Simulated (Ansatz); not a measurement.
# GeBH₄ radical: single points off equilibrium

The task here is to estimate one member of a computed series from the others.

The runs use Ansatz 0.2.0, Gaussian basis; single points in def2-TZVPP.

Correlated methods freeze the cores. Filled d shells of the heavier atoms are correlated. Orbitals are unrestricted.

## Starting geometry

SMILES `[BH][GeH3]`, 6 atoms, charge 0, spin multiplicity 2.

Atoms are counted from 1 here; the program's logs count them from 0.

Bond lengths: B1–Ge2 2.218 Å, B1–H3 1.273 Å, Ge2–H4 1.597 Å, Ge2–H5 1.575 Å, Ge2–H6 1.518 Å. Angles: Ge2–B1–H3 123.5°, B1–Ge2–H4 115.6°, B1–Ge2–H5 124.6°, B1–Ge2–H6 109.1°, H4–Ge2–H5 104.0°, H4–Ge2–H6 98.6°, H5–Ge2–H6 101.0°.

Geometry (Å):

```
B     0.7863   -1.1007    1.0015
Ge   -0.2208    0.4304   -0.2485
H     1.3345   -2.1468    0.5255
H    -1.5785   -0.0344   -0.9492
H     0.4974    1.2994   -1.3484
H    -0.7879    1.5133    0.6520
```

The first run:

Contents of run/in.yaml:

```yaml
crystal:
  periodic: [false, false, false]
  atoms:
    - {symbol: B, position_ang: [0.786300, -1.100700, 1.001500]}
    - {symbol: Ge, position_ang: [-0.220800, 0.430400, -0.248500]}
    - {symbol: H, position_ang: [1.334500, -2.146800, 0.525500]}
    - {symbol: H, position_ang: [-1.578500, -0.034400, -0.949200]}
    - {symbol: H, position_ang: [0.497400, 1.299400, -1.348400]}
    - {symbol: H, position_ang: [-0.787900, 1.513300, 0.652000]}
basis:
  gaussian: {orbitals: def2-TZVPP}
magnetization: {spin_polarized: true, initial_magnetization: 1}
correlation: {method: ccsd_t}
scf: {omitted_lower_state_checks: [cluster_reference]}
output: {forces: true}
```

The command line of these runs was not kept.

Steps of the session up to this table: CCSD(T)/def2-TZVPP; PBE0-D4/def2-TZVPP; wB97M-V/def2-TZVPP; r2SCAN-D4/def2-TZVPP; PBE-D4/def2-TZVPP; BHLYP-D4/def2-TZVPP; r2SCANh-D4/def2-TZVPP.

One table of the session follows, with a row left open; its other results are not shown here.

```
    method  RMS force component (eV/Å)  angle to CCSD(T) forces (°)  dipole (D)
   CCSD(T)                       0.681                    reference        0.86
   PBE0-D4                       0.665                          5.4        0.86
   wB97M-V                       0.707                          1.8        0.88
 r2SCAN-D4                       0.664                          5.3        0.84
    PBE-D4                           ?                            ?           ?
  BHLYP-D4                       0.751                          4.4        0.96
r2SCANh-D4                       0.683                          3.8        0.87
```

**Question.** Estimate the row for PBE-D4.

The run gave: RMS force component (eV/Å): 0.600; angle to CCSD(T) forces (°): 13.8; dipole (D): 0.78. In the column «RMS force component (eV/Å)» it is the lowest.
